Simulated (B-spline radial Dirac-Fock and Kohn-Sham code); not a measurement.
# An X-ray data sheet for Dy, step by step

Aim: for atomic dysprosium, compute its X-ray form factor and Compton profile and the binding energy of each subshell.

Program: B-spline radial Dirac-Fock and Kohn-Sham code, version 2. Model: a free atom or ion on a radial basis; each step names its model. All values are calculated, but those marked as tabulated.

## Step 1: The system

The Dy atom in the configuration 1s2 2s2 2p6 3s2 3p6 3d10 4s2 4p6 4d10 4f9 5s2 5p6 6s2 6p1 (an excited configuration).

```yaml
nuclear_charge: 66
electrons: 66
mass_number: 164
nuclear_rms_radius: 5.2218 fm
```

Outer shells as boxes (Hund's rule, for the drawing alone; heavy ions are jj-coupled, and the calculation averages over the configuration):

```
[Xe] core
4f [↑↓][↑↓][↑ ][↑ ][↑ ][↑ ][↑ ]
6s [↑↓]
6p [↑ ][  ][  ]
```

## Step 2: Scattering by the electron cloud

Model: Dirac-Fock average of configuration, finite nucleus; form factor of the spherical density, Waller-Hartree incoherent function, impulse-approximation Compton profiles.

Recorded inputs:

```ini
task = scatter
Z = 66
charge = 0
configuration = 1s2 2s2 2p6 3s2 3p6 3d10 4s2 4p6 4d10 4f9 5s2 5p6 6s2 6p1
mass_number = 164
rms_radius = 5.2218  # fm
s = [0.0, 0.05, 0.1, 0.15, 0.2, 0.25, 0.3, 0.35, 0.4, 0.45, 0.5, 0.6, 0.7, 0.8, 0.9, 1.0, 1.1, 1.2, 1.4, 1.6, 1.8, 2.0, 2.5, 3.0, 3.5, 4.0, 5.0, 6.0]  # 1/A
pz = [0, 0.1, 0.2, 0.3, 0.4, 0.5, 0.6, 0.8, 1.0, 1.2, 1.4, 1.6, 1.8, 2.0, 2.5, 3.0, 4.0, 5.0, 7.0, 10.0, 15.0, 20.0, 30.0, 40.0, 60.0, 100.0]  # a.u.
photon_energy = [1000, 5000, 10000, 17479.3, 20000, 30000, 500000, 1000000]  # eV
```

## Step 3: Core and valence levels

Model: Dirac-Fock average of configuration, Delta-SCF, finite nucleus, first-order Breit with its frequency dependence, self-energy and vacuum polarisation.

Recorded inputs:

```ini
task = binding
```

Before running it: what results should come out? Wanted: rms radius of the electron cloud; form factor halves at; Compton profile at zero; deepest level listed, K; least bound, P2,3; Kα1.

As calculated:

| quantity | value |
| --- | --- |
| rms radius of the electron cloud | 1.22 bohr |
| form factor halves at | 0.60 1/Å |
| Compton profile at zero | 12.19 1/a.u. |
| deepest level listed, K (1s) | 53799.4 eV |
| least bound, P2,3 (6p) | 3.98 eV |
| Kα1 | 45994.9 eV |

In words: f falls from 66 to half of that at s = 0.60 1/Å. Incoherent scattering outweighs coherent from 500 keV on, among the energies asked. For K (1s), relaxation takes off 81.5 eV, Breit terms shift it by -157.18 and QED by -81.53 eV. The Hartree-Fock and Dirac-Fock values hold no electron correlation.
